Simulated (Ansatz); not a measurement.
**C₂H₁₀GaNOSi: a ladder of functionals and wavefunction methods**

One table from this session's results is given with a row withheld; the runs are named, their logs left out.

Program: Ansatz 0.2.0, Gaussian basis. Level of theory: functionals in def2-TZVPP, the program's frozen cores in correlated methods. These are calculated values, not measurements.

Levels to be run: LDA (SPW92), PBE-D4, revPBE-D4, BLYP-D4, r2SCAN-D4, B97M-V, PBE0-D4, B3LYP-D4, r2SCANh-D4, r2SCAN0-D4, HSE06-D4, BHLYP-D4, CAM-B3LYP-D4, LC-ωPBE, ωB97X-V, ωB97M-V, B2PLYP, PBE-QIDH; CCSD(T)/def2-SVP; CCSD(T)/def2-TZVPP; MP2/def2-QZVPP; extrapolation to the limit; RPA on PBE.

1 further run of the same task is left out (it didn't finish). Runs told in other sessions of the task aren't counted.

## The relaxed structure

The geometry comes from an earlier relaxation with PBE0-D4 in a triple-zeta def2 set; it is a stationary point, not always the lowest conformer.

SMILES `NC(O)([SiH3])[CH2][GaH2]`, 16 atoms, charge 0, spin multiplicity 1.

Atoms are counted from 1 here; the program's logs count them from 0.

Bond lengths: N1–C2 1.427 Å, N1–H7 1.008 Å, N1–H8 1.012 Å, C2–O3 1.504 Å, C2–Si4 1.904 Å, C2–C5 1.525 Å, O3–H9 0.966 Å, Si4–H10 1.482 Å, Si4–H11 1.488 Å, Si4–H12 1.489 Å, C5–Ga6 2.017 Å, C5–H13 1.090 Å, C5–H14 1.093 Å, Ga6–H15 1.570 Å, Ga6–H16 1.579 Å. Angles: C2–N1–H7 115.2°, C2–N1–H8 113.3°, H7–N1–H8 110.4°, N1–C2–O3 106.6°, N1–C2–Si4 113.1°, N1–C2–C5 114.6°, O3–C2–Si4 106.0°, O3–C2–C5 101.8°, Si4–C2–C5 113.5°, C2–O3–H9 105.6°, C2–Si4–H10 108.6°, C2–Si4–H11 108.5°, C2–Si4–H12 110.7°, H10–Si4–H11 110.1°, H10–Si4–H12 110.2°, H11–Si4–H12 108.8°, C2–C5–Ga6 94.5°, C2–C5–H13 111.4° and more.

Set-up of the first run:

Contents of in.yaml:

```yaml
crystal:
  periodic: [false, false, false]
  atoms:
    - {symbol: N, position_ang: [-0.395308, -1.589796, 0.187642]}
    - {symbol: C, position_ang: [0.128687, -0.290491, -0.082047]}
    - {symbol: O, position_ang: [0.590387, 0.269586, 1.235391]}
    - {symbol: Si, position_ang: [1.666807, -0.324733, -1.204412]}
    - {symbol: C, position_ang: [-0.913142, 0.737728, -0.508788]}
    - {symbol: Ga, position_ang: [-1.255335, 1.404025, 1.364383]}
    - {symbol: H, position_ang: [-0.080637, -2.316554, -0.435588]}
    - {symbol: H, position_ang: [-1.404017, -1.605665, 0.266294]}
    - {symbol: H, position_ang: [0.734005, -0.495608, 1.807127]}
    - {symbol: H, position_ang: [2.218919, 1.047649, -1.291341]}
    - {symbol: H, position_ang: [1.255391, -0.797389, -2.554188]}
    - {symbol: H, position_ang: [2.692842, -1.257598, -0.661083]}
    - {symbol: H, position_ang: [-1.717123, 0.275949, -1.080990]}
    - {symbol: H, position_ang: [-0.482441, 1.540922, -1.111764]}
    - {symbol: H, position_ang: [-0.865672, 2.871438, 1.762843]}
    - {symbol: H, position_ang: [-2.173363, 0.530517, 2.306521]}
basis:
  gaussian: {orbitals: def2-TZVPP}
hamiltonian: {xc: lda}
output: {orbitals: {seedname: orbitals}}
```

Command:

```bash
$ ansatz run in.yaml --threads 2 --pin off --events-out ev --progress --plain --max-ram 32768MiB --backend cuda --devices 0, --max-vram 18GiB
```

Steps of the session up to this table: LDA; PBE-D4 (GGA); revPBE-D4 (GGA); BLYP-D4 (GGA); r2SCAN-D4 (meta-GGA); B97M-V (meta-GGA); PBE0-D4 (hybrid); B3LYP-D4 (hybrid); r2SCANh-D4 (hybrid); r2SCAN0-D4 (hybrid); HSE06-D4 (hybrid); BHLYP-D4 (hybrid); CAM-B3LYP-D4 (range-separated); LC-ωPBE (range-separated); ωB97X-V (range-separated); ωB97M-V (range-separated); B2PLYP (double hybrid); PBE-QIDH (double hybrid).

One table of the session follows, with a row left open; its other results are not shown here.

It belongs to the step «Orbital energies across the functionals». 

```
  functional  HOMO (eV)  gap (eV)
 LDA (SPW92)      -6.05      4.76
      PBE-D4      -5.91      4.86
   revPBE-D4      -5.85      4.92
     BLYP-D4      -5.78      4.82
   r2SCAN-D4      -6.14      5.44
      B97M-V      -6.26      5.28
     PBE0-D4      -7.06      6.83
    B3LYP-D4      -6.86      6.38
  r2SCANh-D4      -6.56      6.15
  r2SCAN0-D4      -7.21      7.19
    HSE06-D4          ?         ?
    BHLYP-D4      -8.13      8.66
CAM-B3LYP-D4      -8.37      9.03
     LC-ωPBE      -9.69     11.53
     ωB97X-V      -9.35     11.01
     ωB97M-V      -9.22     10.57
```

Estimate the missing values for HSE06-D4.

The run gave: HOMO (eV): -6.66; gap (eV): 6.06. In the column «HOMO (eV)» it lies between B3LYP-D4 (-6.86) and r2SCANh-D4 (-6.56).
